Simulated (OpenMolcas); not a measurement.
# One shape, several levels: doublet GeH3Br−

Wanted: a comparison of 4 runs (UB3LYP/aug-cc-pVDZ, UBHLYP/aug-cc-pVDZ, UBLYP/aug-cc-pVDZ, UPBE/aug-cc-pVDZ) of doublet GeH3Br−. 

The results are computed with OpenMolcas 26.06.

1 further run of the same task is left out (it didn't finish).

## Step 1: The molecule

The species is GeH3Br− (5 atoms), meant as a doublet with charge -1. As SMILES of the parent species, `[GeH3][Br]`. The shape is that of a PBE0-D4/def2-TZVP optimisation. That shape belongs to the parent species and isn't relaxed for this state.

Bond lengths: Ge1–Br2 2.309 Å, Ge1–H3 1.532 Å, Ge1–H4 1.532 Å, Ge1–H5 1.532 Å. Angles: Br2–Ge1–H3 107.2°, Br2–Ge1–H4 107.2°, Br2–Ge1–H5 107.2°, H3–Ge1–H4 111.7°, H3–Ge1–H5 111.7°, H4–Ge1–H5 111.7°.

## Step 2: The energy at UB3LYP/aug-cc-pVDZ (run 1)

File run.input:

```
&GATEWAY
BasLib=$CurrDir
Coord
5
angstrom
Ge       0.139040       0.013690      -0.129150
Br      -1.548450      -0.152490       1.438270
H        0.128210       1.452190      -0.655100
H       -0.172230      -0.995930      -1.238090
H        1.453450      -0.317450       0.584070
Basis=aug-cc-pVDZ
Group=NoSym
&SEWARD
GridInput
Grid=UltraFine
End of Grid
&SCF
UHF
Charge=-1
Spin=2
KSDFT=B3LYP
Thresholds=1e-10 1e-07 1e-07 1e-05
PrOrbitals=0
```

The basis set aug-cc-pVDZ is read from a file made from the Basis Set Exchange's data (not shown).

Run with:

```bash
$ export MOLCAS_MEM=1860
$ pymolcas run.input > run.log
```

The log of the run:

```text
--- Start Module: gateway ---
[...]
--- Stop Module: gateway /rc=_RC_ALL_IS_WELL_ ---
--- Start Module: seward ---
[...]
      Basis functions           99
--- Stop Module: seward /rc=_RC_ALL_IS_WELL_ ---
[...]
--- Start Module: scf ---
[...]
       Convergence after  21 Iterations
[...]
::    Total KS-DFT energy                           -4653.0031032221
[...]
      Total spin, S                                     0.5001973199
[...]
      Total electronic charge=   71.000000
      Total            charge=   -1.000000
[...]
      Dipole Moment (debye):
      Origin of the operator (angstrom)=   -0.7090   -0.0698    0.6585
                   X= -4.7171E+00               Y= -4.6421E-01               Z=  4.3801E+00           Total=  6.4538E+00
      Center of Charge (angstrom)
[...]
--- Stop Module: scf /rc=_RC_ALL_IS_WELL_ ---
[...]
```

Wall time 55 s (1 thread of Arm Neoverse V2, shared host); peak memory 0.55 GiB.

## Step 3: The energy at UBHLYP/aug-cc-pVDZ (run 2)

File run.inp:

```
>>> EXPORT MOLCAS_PRINT=2
&GATEWAY
BASLIB=$CurrDir
BASISSET
Ge.aug-cc-pVDZ....
Ge1 0.139040 0.013690 -0.129150 angstrom
End of Basis
BASISSET
Br.aug-cc-pVDZ....
Br2 -1.548450 -0.152490 1.438270 angstrom
End of Basis
BASISSET
H.aug-cc-pVDZ....
H3 0.128210 1.452190 -0.655100 angstrom
H4 -0.172230 -0.995930 -1.238090 angstrom
H5 1.453450 -0.317450 0.584070 angstrom
End of Basis
&SEWARD
GRIDINPUT
Grid=UltraFine
End of Grid
&SCF
UHF
CHARGE=-1
SPIN=2
KSDFT=HYB_GGA_XC_BHANDHLYP
THRESHOLDS=1e-10 1e-07 1e-07 1e-05
PRORBITALS=1 1
```

The basis set aug-cc-pVDZ is read from a file made from the Basis Set Exchange's data (not shown).

Run with:

```bash
$ export MOLCAS_MEM=1860
$ pymolcas run.inp > run.log
```

The log of the run:

```text
--- Start Module: gateway ---
[...]
--- Stop Module: gateway /rc=_RC_ALL_IS_WELL_ ---
--- Start Module: seward ---
[...]
      Basis functions           99
--- Stop Module: seward /rc=_RC_ALL_IS_WELL_ ---
[...]
--- Start Module: scf ---
[...]
       Convergence after  21 Iterations
[...]
::    Total KS-DFT energy                           -4652.8870649497
[...]
      Total spin, S                                     0.5003609399
[...]
      Total electronic charge=   71.000000
      Total            charge=   -1.000000
[...]
      Dipole Moment (debye):
      Origin of the operator (angstrom)=   -0.7090   -0.0698    0.6585
                   X= -5.4518E+00               Y= -5.3678E-01               Z=  5.0636E+00           Total=  7.4599E+00
      Center of Charge (angstrom)
[...]
--- Stop Module: scf /rc=_RC_ALL_IS_WELL_ ---
[...]
```

Wall time 55 s (1 thread of Arm Neoverse V2, shared host); peak memory 0.55 GiB.

Run 3 isn't shown in full; the table further down has it.

## Step 4: The energy at UPBE/aug-cc-pVDZ (run 4)

File run.inp:

```
&gateway
baslib=$CurrDir
coord
5
angstrom
Ge       0.139040       0.013690      -0.129150
Br      -1.548450      -0.152490       1.438270
H        0.128210       1.452190      -0.655100
H       -0.172230      -0.995930      -1.238090
H        1.453450      -0.317450       0.584070
basis=aug-cc-pVDZ
group=NoSym
&seward
gridinput
Grid=UltraFine
End of Grid
&scf
uhf
charge=-1
spin=2
ksdft=PBE
thresholds=1e-10 1e-07 1e-07 1e-05
prorbitals=1 2
```

The basis set aug-cc-pVDZ is read from a file made from the Basis Set Exchange's data (not shown).

Run with:

```bash
$ export MOLCAS_MEM=1860
$ pymolcas run.inp > run.log
```

The log of the run:

```text
--- Start Module: gateway ---
[...]
--- Stop Module: gateway /rc=_RC_ALL_IS_WELL_ ---
--- Start Module: seward ---
[...]
      Basis functions           99
--- Stop Module: seward /rc=_RC_ALL_IS_WELL_ ---
[...]
--- Start Module: scf ---
[...]
       Convergence after  20 Iterations
[...]
::    Total KS-DFT energy                           -4652.2146296840
[...]
      Total spin, S                                     0.5001569422
[...]
      Total electronic charge=   71.000000
      Total            charge=   -1.000000
[...]
      Dipole Moment (debye):
      Origin of the operator (angstrom)=   -0.7090   -0.0698    0.6585
                   X= -4.7766E+00               Y= -4.7050E-01               Z=  4.4372E+00           Total=  6.5365E+00
      Center of Charge (angstrom)
[...]
--- Stop Module: scf /rc=_RC_ALL_IS_WELL_ ---
[...]
```

It took 50 s on 1 thread of Arm Neoverse V2, shared host; peak memory 0.55 GiB.

## Step 5: All runs side by side

| run | level | energy (Eh) | HOMO energy (eV) | LUMO energy (eV) | ⟨S²⟩ | wall time |
| --- | --- | --- | --- | --- | --- | --- |
| 1 | UB3LYP/aug-cc-pVDZ | -4653.003103 | 1.50 | 2.53 | 0.750 | 55 s |
| 2 | UBHLYP/aug-cc-pVDZ | -4652.887065 | 1.22 | 3.08 | 0.751 | 55 s |
| 3 | UBLYP/aug-cc-pVDZ | -4652.992205 | 1.88 | 2.26 | 0.750 | 55 s |
| 4 | UPBE/aug-cc-pVDZ | -4652.214630 | 1.75 | 2.27 | 0.750 | 50 s |

## Step 6: Outcome

| quantity | value |
| --- | --- |
| run 4: total energy | -4652.21463 Eh |
| run 4: HOMO energy (highest over α and β) | 1.75 eV |
| run 4: LUMO energy (lowest over α and β) | 2.27 eV |
| run 4: ⟨S²⟩ | 0.750 |

What this shows: Totals of different functionals can't be ranked against each other. In runs 1, 2, 3, 4 the HOMO lies above zero, so the outermost electron may be held by the basis alone. All runs together took 3.6 min, the longest 55 s.
